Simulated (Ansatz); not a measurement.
# Na (fcc type): how the settings move a single-point run

Aim: see which settings change the result for Na (fcc type), by how much, and at what cost.

Method: reference: DFT, LDA, PAW with Ansatz's default frozen-core files, scalar-relativistic, in Ansatz 0.2.0.

## 1. The structure to begin with

Symmetry: Fm-3m, No. 225, cubic system. The conventional cell has a = 5.025 Å, b = 5.025 Å, c = 5.025 Å, α = 90.00°, β = 90.00°, γ = 90.00°. Na (site symmetry m-3m) has 12 Na at 3.55 Å in its first shell of neighbours.

Coordinates:

```
Na
1.0
     0.00000    2.51268    2.51268
     2.51268    0.00000    2.51268
     2.51268    2.51268    0.00000
Na
1
Direct
  0.00000 0.00000 0.00000
```

## 2. Reference

File input.yaml:

```yaml
crystal:
  lattice:
    - [0.0, 2.5126848622, 2.5126848622]
    - [2.5126848622, 0.0, 2.5126848622]
    - [2.5126848622, 2.5126848622, 0.0]
  atoms:
    - { symbol: Na, position: [0.0, 0.0, 0.0] }
kpoints:
  mp_grid: { grid: [13, 13, 13] }
scf:
  occupations: { method: fermi_dirac, width: 0.05 }
hamiltonian:
  xc: lda
  pseudopotentials: { kind: paw }
output:
  forces: true
  stress: true
  eigenvalues: true
  populations: true
```

Launch:

```console
$ ansatz run input.yaml --threads 1 --pin off --max-ram 2048MiB --backend cpu --events-out ev --progress --plain --runs-dir out
```

From the output:

```text
[...]
Basis set: ecut = 420 eV, 609 PW (Γ)
[...]
k-points: 84 of 2197
[...]
SCF iter   1: F=—  HF=-1466.608728 eV  |F-HF|=—  |Δ(HF+E_count)|=         —  Δρ=5.86e-3  dr2=4.50e-3  ethr=1.77e-3  ⟨swp⟩=5.2  Hψ=5032  notcnv=0
preconditioner: auto → none  [metal: Δε(μ)=0.130 eV  Ē_g=8.557 eV  σ=0.050 eV  W_gap=0.49  n_scr=8 (ndim 8)  ℏωp=6.6 eV  f_vac=0.000  D(μ)=0.55/eV (n_scr^D=0)  sad-step TF]
SCF iter   2: F=—  HF=-1466.605168 eV  |F-HF|=—  |Δ(HF+E_count)|=   3.56e-3  Δρ=1.61e-3  dr2=4.20e-4  ethr=5.00e-5  ⟨swp⟩=2.2  Hψ=1942  notcnv=0  defer=3
[...]
SCF iter   5: F=-1466.605087 eV  HF=-1466.605087 eV  |F-HF|=6.75e-10  |Δ(HF+E_count)|=   1.64e-7  Δρ=2.09e-6  dr2=5.42e-10  ethr=2.28e-9  ⟨swp⟩=2.0  Hψ=1078  notcnv=0  defer=3
SCF iter   6: F=-1466.605087 eV  HF=-1466.605087 eV  |F-HF|=4.55e-13  |Δ(HF+E_count)|=  4.50e-10  Δρ=7.29e-8  dr2=1.05e-12  ethr=6.02e-12  ⟨swp⟩=1.5  Hψ=2388  notcnv=0
[...]
SCF converged after 6 iterations
Free energy (F): -1466.605087 eV
[...]
E sigma→0 (E₀):  -1466.602816 eV
[...]
Fermi energy:    2.290577 eV
[...]
  P = ⅓ Tr σ = 0.5119 GPa (5.119 kbar)
[...]
```

It took 1.3 s on 1 thread of Arm Neoverse V2, shared host; peak memory 0.26 GiB.

## 3. Changed: chi_scale 0.0, xc r2scan

Changes to input.yaml since step 2:

```diff
@@ -11,4 +11,5 @@
   occupations: { method: fermi_dirac, width: 0.05 }
+  initial_density: { chi_scale: 0.0 }
 hamiltonian:
-  xc: lda
+  xc: r2scan
   pseudopotentials: { kind: paw }
```

Launch:

```console
$ ansatz run input.yaml --threads 1 --pin off --max-ram 2048MiB --backend cpu --events-out ev --progress --plain --runs-dir out
```

Log (excerpt; [...] marks lines left out):

```text
[...]
Pseudopotentials: kind: paw
Pseudopotential: Na, paw, valence charge 9, recommended cutoff 500 eV (meta_gga)
Functional definition: r2SCAN
[...]
Crystal: 1 atoms, lattice volume = 31.728 Å³
Basis set: ecut = 500 eV, 821 PW (Γ), exchange–correlation on 108×108×108 points (64 copies of the dense FFT grid, shifted against one another)
Bands: 9, of which v1, the nominal top of the filled ones, is band 5 counted from 1 (4 counted from 0)
Symmetry: 48 space group operations
Space group: Fm-3m (ITA 225), of the structure as read, at distance tolerance 3.2e-5 Å
k-points: 84 of 2197
[...]
SCF iter   1: F=—  HF=-1488.574981 eV  |F-HF|=—  |Δ(HF+E_count)|=         —  Δρ=6.90e-3  dr2=1.25e-2  dr2_τ=1.34e-4  ethr=1.41e-4  ⟨swp⟩=1.4  Hψ=6402  notcnv=0
[...]
SCF iter   6: F=-1488.583786 eV  HF=-1488.583786 eV  |F-HF|=2.24e-10  |Δ(HF+E_count)|=   9.16e-8  Δρ=2.65e-6  dr2=1.13e-9  dr2_τ=1.11e-11  ethr=5.56e-10  ⟨swp⟩=2.0  Hψ=2539  notcnv=0
[...]
SCF converged after 6 iterations
Free energy (F): -1488.583786 eV
[...]
E sigma→0 (E₀):  -1488.581619 eV
Entropy (-TS):   -0.004334 eV (-4.334 meV/atom)
Fermi energy:    2.499551 eV
[...]
--- Forces (eV/Å), atoms counted from 1 ---
  atom   1  Na     0.00000000    -0.00000000    -0.00000000
[...]
--- Stress (GPa, compression-positive) ---
        1.829710       0.000000      -0.000000
        0.000000       1.829710      -0.000000
       -0.000000      -0.000000       1.829710
  P = ⅓ Tr σ = 1.8297 GPa (18.297 kbar)
--- Band table (eV; the first three rows and the last of 84) ---
  k-point 0: bands = ["-52.9296", "-23.3158", "-23.3158", "-23.3158", "-1.3710", "15.4313", "15.4313", "15.4313", "16.6627"]
[...]
--- Löwdin populations: 1 site ---
  site symbol       q [e]
     0     Na      8.9551
  spilling = 0.004994 (of n_electrons = 9.000000)
```

Wall time 4.5 s (1 thread of Arm Neoverse V2, shared host); peak memory 0.34 GiB.

After a change of functional the difference of the totals has no physical meaning; the pressure goes from 0.5 to 1.8 GPa. At this fixed cell a higher pressure means that this functional prefers a larger volume than the reference. Cost: 4.5 s against 1.3 s.

## 4. Changed: occupations.method gaussian, occupations.width 0.001, dr2_threshold 1.0e-09

Changes to input.yaml since step 2:

```diff
@@ -10,3 +10,4 @@
 scf:
-  occupations: { method: fermi_dirac, width: 0.05 }
+  occupations: { method: gaussian, width: 0.001 }
+  convergence: { dr2_threshold: 1.0e-09 }
 hamiltonian:
```

Launch:

```console
$ ansatz run input.yaml --threads 1 --pin off --max-ram 2048MiB --backend cpu --events-out ev --progress --plain --runs-dir out
```

Log (excerpt; [...] marks lines left out):

```text
Warning: output.stress: scf.convergence.dr2_threshold = 1e-9 eV is looser than the 1e-10 eV advised for a printed stress (1e-10 eV for each atom of the cell: 1). What an SCF threshold leaves in a stress goes as its square root, and in the free energy as the threshold itself, and one [...]
[... 1 set-up line as earlier in the session ...]
Pseudopotential: Na, paw, valence charge 9, recommended cutoff 420 eV (normal)
Functional definition: SPW92
[...]
Crystal: 1 atoms, lattice volume = 31.728 Å³
Basis set: ecut = 420 eV, 609 PW (Γ)
Bands: 9, of which v1, the nominal top of the filled ones, is band 5 counted from 1 (4 counted from 0)
[... 2 set-up lines as earlier in the session ...]
k-points: 84 of 2197
[...]
SCF iter   1: F=—  HF=-1466.605839 eV  |F-HF|=—  |Δ(HF+E_count)|=         —  Δρ=5.85e-3  dr2=4.49e-3  ethr=1.77e-3  ⟨swp⟩=6.0  Hψ=5157  notcnv=0
[...]
SCF iter   6: F=-1466.602235 eV  HF=-1466.602235 eV  |F-HF|=1.82e-12  |Δ(HF+E_count)|=  1.07e-10  Δρ=1.19e-7  dr2=1.91e-12  ethr=1.00e-12  ⟨swp⟩=3.2  Hψ=2571  notcnv=0
[...]
SCF converged after 6 iterations
Free energy (F): -1466.602235 eV
[...]
E sigma→0 (E₀):  -1466.602229 eV
Entropy (-TS):   -0.000011 eV (-0.011 meV/atom)
Fermi energy:    2.306995 eV
[...]
--- Forces (eV/Å), atoms counted from 1 ---
  atom   1  Na     0.00000000    -0.00000000    -0.00000000
[...]
--- Stress (GPa, compression-positive) ---
        0.506305       0.000000       0.000000
        0.000000       0.506305      -0.000000
        0.000000      -0.000000       0.506305
  P = ⅓ Tr σ = 0.5063 GPa (5.063 kbar)
--- Band table (eV; the first three rows and the last of 84) ---
  k-point 0: bands = ["-50.1002", "-22.5824", "-22.5824", "-22.5824", "-1.3494", "14.2686", "14.2686", "14.2686", "15.6699"]
[...]
--- Löwdin populations: 1 site ---
  site symbol       q [e]
     0     Na      8.9655
  spilling = 0.003837 (of n_electrons = 9.000000)
```

Run time: 1.4 s. Hardware: 1 thread of Arm Neoverse V2, shared host; peak memory 0.26 GiB.

Changing the smearing and convergence setting moves the energy by +0.6 meV/atom (σ→0 values).

## 5. Variant: occupations.method gaussian, scf.algorithm direct_min

Changes to input.yaml since step 2:

```diff
@@ -10,3 +10,4 @@
 scf:
-  occupations: { method: fermi_dirac, width: 0.05 }
+  occupations: { method: gaussian, width: 0.05 }
+  algorithm: direct_min
 hamiltonian:
@@ -19 +20,5 @@
   populations: true
+  write_density: true
+  write_potential: true
+  elf: true
+  volumetric_format: npy
```

Launch:

```console
$ ansatz run input.yaml --threads 1 --pin off --max-ram 2048MiB --backend cpu --events-out ev --progress --plain --runs-dir out
```

Log (excerpt; [...] marks lines left out):

```text
[...]
[... 3 set-up lines as earlier in the session ...]
[...]
Crystal: 1 atoms, lattice volume = 31.728 Å³
Basis set: ecut = 420 eV, 609 PW (Γ)
Bands: 9, of which v1, the nominal top of the filled ones, is band 5 counted from 1 (4 counted from 0)
[... 2 set-up lines as earlier in the session ...]
k-points: 84 of 2197
[...]
SCF iter   1: F=—  HF=-1466.606500 eV  |F-HF|=—  |Δ(HF+E_count)|=         —  Δρ=5.96e-3  dr2=4.65e-3  ethr=1.77e-3  ⟨swp⟩=7.4  Hψ=3626  notcnv=0
[...]
SCF iter   4: F=-1466.603095 eV  HF=-1466.603095 eV  |F-HF|=1.42e-10  |Δ(HF+E_count)|=   1.95e-5  Δρ=1.59e-6  dr2=1.23e-9  ethr=3.14e-7  ⟨swp⟩=2.0  Hψ=1147  notcnv=0  defer=1
[...]
SCF converged after 4 iterations
Stability not checked: this state was not tested for a lower state beside it, because a direct minimisation reached the state, and no test of it is asked (direct_minimisation; see scf.lower_state_search)
Free energy (F): -1466.603095 eV
[...]
E sigma→0 (E₀):  -1466.602633 eV
Entropy (-TS):   -0.000923 eV (-0.923 meV/atom)
Fermi energy:    2.302556 eV
[...]
--- Forces (eV/Å), atoms counted from 1 ---
  atom   1  Na     0.00000000    -0.00000000     0.00000000
[...]
--- Stress (GPa, compression-positive) ---
        0.507334       0.000000      -0.000000
        0.000000       0.507334       0.000000
       -0.000000      -0.000000       0.507334
  P = ⅓ Tr σ = 0.5073 GPa (5.073 kbar)
--- Band table (eV; the first three rows and the last of 84) ---
  k-point 0: bands = ["-50.1002", "-22.5824", "-22.5824", "-22.5824", "-1.3494", "14.2686", "14.2686", "14.2686", "15.6699"]
[...]
--- Löwdin populations: 1 site ---
  site symbol       q [e]
     0     Na      8.9660
  spilling = 0.003782 (of n_electrons = 9.000000)
```

Wall time 1.8 s (1 thread of Arm Neoverse V2, shared host); peak memory 0.28 GiB.

Changing the smearing and solver leaves the energy as it was (+0.2 meV/atom).

## 6. Comparison

```
                                                                           run     ending        energy change  pressure (GPa)  gap (eV)  force (eV/Å)  cycles   time
                                                                     reference  converged                    0             0.5      0.00          0.00       6  1.3 s
                                                   1: chi_scale 0.0, xc r2scan  converged       not comparable             1.8      0.00          0.00       6  4.5 s
2: occupations.method gaussian, occupations.width 0.001, dr2_threshold 1.0e-09  converged  +0.6 meV/atom (σ→0)             0.5      0.00          0.00       6  1.4 s
                      3: occupations.method gaussian, scf.algorithm direct_min  converged  +0.2 meV/atom (σ→0)             0.5      0.00          0.00       4  1.8 s
```

Times don't compare one to one where runs were asked for different outputs or read a saved state (see the inputs); cycles may leave out searches for a lower state.

Residual by cycle in the longest SCF loop of each run; runs are numbered as in the table. The quantity is the density residual dr2, in eV.

```
cycle  reference    run 1    run 2    run 3
    1     0.0045   0.0125  0.00449  0.00465
    2     4.2e-4  0.00637   1.1e-4  0.00102
    3     1.4e-5   3.3e-4   1.1e-5   2.9e-5
    4     2.0e-7   1.5e-6   2.0e-8   1.2e-9
    5    5.4e-10   5.0e-8  4.0e-11        -
    6    1.0e-12   1.1e-9  1.9e-12        -
```

Of the converged runs whose energies compare with the reference's, «occupations.method gaussian, occupations.width 0.001, dr2_threshold 1.0e-09» moves the energy most (+0.6 meV/atom) and «occupations.method gaussian, scf.algorithm direct_min» least (+0.2 meV/atom). The pressure spans 0.5 to 1.8 GPa over the reference and the converged variants.
